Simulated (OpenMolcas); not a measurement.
# Au⁶⁺ among point charges: CASSCF and CASPT2 levels and susceptibility

How does a field of 8 point charges split the states of Au⁶⁺, and what χT follows?

Method: state-averaged CASSCF and CASPT2, spin-orbit coupling by RASSI with atomic mean-field integrals. Code: OpenMolcas 26.06.

## 1. Starting point

- Species: Au⁶⁺ (gold, Z = 79, 73 electrons)
- Basis: ANO-RCC-VDZP [7s6p4d2f], 59 functions
- Scalar Hamiltonian: DKH2, point nucleus
- Inactive shells: 1s 2s 2p 3s 3p 3d 4s 4p 4d 4f 5s 5p
- Active space: 5 electrons in 5 orbitals (5d)
- Some configurations of this space: 5d5
- Orbitals: optimised for each spin and parity, averaged over all roots

Outer shells as boxes (Hund's rule):

5d5
```
5d [↑ ][↑ ][↑ ][↑ ][↑ ]
```

The ion sits among 8 point charges of -1.2 e arranged as a cube (Oh), 1.98 Å from the ion.

The work runs as a chain of OpenMolcas steps in one folder; each step below is one input file. Labels, J, g values, rates, χT and fits are worked out afterwards by a script from the matrices that RASSI stores. The input lists half of the charges; inversion (Group=XYZ) makes the rest.

## 2. GATEWAY and SEWARD: basis and integrals

File a.inp:

```
&GATEWAY
Coord
1

Au 0.0 0.0 0.0
Basis=ANO-RCC-VDZP
Group=XYZ
NoMove
AngMom=0.0 0.0 0.0
AMFI
XField
4 Angstrom 0
1.143154 1.143154 1.143154 -1.200000
1.143154 1.143154 -1.143154 -1.200000
1.143154 -1.143154 1.143154 -1.200000
1.143154 -1.143154 -1.143154 -1.200000
&SEWARD
```

Command:

```console
> OMP_NUM_THREADS=1 MOLCAS_MEM=1689 MOLCAS_PROJECT=a pymolcas a.inp > a.log
```

## 3. Reference wave functions, sextets of even parity, 1 root

File a.inp:

```
&RASSCF
FileOrb=start.orb
Symmetry=1
Spin=6
nActEl=5 0 0
Inactive=15 19
Ras2=5 0
CIRoot=1 1 1
SDav=1
CIMx=300
Iter=120 100
PrWF=0.3
OrbListing=Nothing
MaxOrb=0
>>> COPY $Project.JobIph JOB001
```

start.orb holds the contracted functions of the basis, ordered by shell, or the orbitals of the step before.

## 4. CASSCF: quartets of even parity, 24 roots

File a.inp:

```
&RASSCF
FileOrb=start.orb
Symmetry=1
Spin=4
nActEl=5 0 0
Inactive=15 19
Ras2=5 0
CIRoot=24 24 1
SDav=24
CIMx=300
Iter=120 100
PrWF=0.3
OrbListing=Nothing
MaxOrb=0
>>> COPY $Project.JobIph JOB002
```

## 5. Reference wave functions, doublets of even parity, 75 roots

File a.inp:

```
&RASSCF
FileOrb=start.orb
Symmetry=1
Spin=2
nActEl=5 0 0
Inactive=15 19
Ras2=5 0
CIRoot=75 75 1
SDav=75
CIMx=300
Iter=120 100
PrWF=0.3
OrbListing=Nothing
MaxOrb=0
>>> COPY $Project.JobIph JOB003
```

## 6. State interaction with spin-orbit coupling

File a.inp:

```
&RASSI
NrOfJobIphs=3 1 24 75
1
1 2 3 4 5 6 7 8 9 10 11 12 13 14 15 16 17 18 19 20 21 22 23 24
1 2 3 4 5 6 7 8 9 10 11 12 13 14 15 16 17 18 19 20 21 22 23 24 25 26 27
28 29 30 31 32 33 34 35 36 37 38 39 40 41 42 43 44 45 46 47 48 49 50 51
52 53 54 55 56 57 58 59 60 61 62 63 64 65 66 67 68 69 70 71 72 73 74 75
IphNames
JOB001
JOB002
JOB003
EJob
SpinOrbit
DIPRint=1.0
SOCoupling=1000.0
Subsets=2
Property=9
'ANGMOM' 1 'ANGMOM' 2 'ANGMOM' 3 'MLTPL  1' 1 'MLTPL  1' 2 'MLTPL  1' 3
'AMFI' 1 'AMFI' 2 'AMFI' 3
SOProperty=3
'ANGMOM' 1 'ANGMOM' 2 'ANGMOM' 3
```

## 7. CASPT2: IPEA 0.25, imaginary shift 0.1 (closed shells correlated: 5s 5p)

File a.inp:

```
>>> COPY JOB001 $Project.JobIph
&CASPT2
Multistate=1 1
Frozen=14 16
IPEA=0.25
Imaginary=0.1
MaxIter=60
WThr=0.0 0.3 0.05
PrWF=0.5
NoMix
>>> COPY JOB002 $Project.JobIph
&CASPT2
Multistate=24 1 2 3 4 5 6 7 8 9 10 11 12 13 14 15 16 17 18 19 20 21 22
23 24
NoMult
Frozen=14 16
IPEA=0.25
Imaginary=0.1
MaxIter=60
WThr=0.0 0.3 0.05
PrWF=0.5
NoMix
>>> COPY JOB003 $Project.JobIph
&CASPT2
Multistate=75 1 2 3 4 5 6 7 8 9 10 11 12 13 14 15 16 17 18 19 20 21 22
23 24 25 26 27 28 29 30 31 32 33 34 35 36 37 38 39 40 41 42 43 44 45 46
47 48 49 50 51 52 53 54 55 56 57 58 59 60 61 62 63 64 65 66 67 68 69 70
71 72 73 74 75
NoMult
Frozen=14 16
IPEA=0.25
Imaginary=0.1
MaxIter=60
WThr=0.0 0.3 0.05
PrWF=0.5
NoMix
```

(Steps that only read results are left out.)

What does the calculation give? Wanted: spin-free ground state; lowest level; next level.

The runs gave:

| quantity | value |
| --- | --- |
| method | SS-CASPT2, IPEA 0.25, imaginary shift 0.1 (closed shells correlated: 5s 5p) |
| spin-free ground state | 6A1, 1-fold in its orbital part |
| lowest level | 4-fold Γ8 |
| next level | 133.0 cm⁻¹ |
| χT at 300 K | 3.82 cm³ K/mol |
| effective moment at 300 K | 5.53 μB |

Cost by method:

| method | time of its own steps | time with the reference |
| --- | --- | --- |
| A. CASSCF | 25 s | 25 s |
| B. SS-CASPT2, IPEA 0.25, imaginary shift 0.1, +5s 5p | 8.4 s | 34 s |

Times are of one thread on a shared host.

**Reading.** The spin-free ground state (6A1) comes to 100 % from free-ion S terms and keeps the highest spin of the shell. χT at 300 K is 3.82, against 4.39 cm³ K/mol for the spin alone, so spin-orbit coupling lowers it. An active space of the d shell alone favours high spin; real ions in strong fields can be low spin. A ligand-field fit to the states below 45000 cm-1 gives 10Dq = -2355 cm-1, B = 879 cm-1 and C = 4339 cm-1 (C/B = 4.94), with a deviation of 337 cm-1. CASPT2 does not keep the components of a term degenerate, and the means are used. The field of point charges can differ much from that of real complexes. With metal d orbitals alone active, the gaps between spin states are rough; where two lie within a few thousand cm-1, their order is open. Point charges carry no covalency, so the field is a model and not that of real ligands.
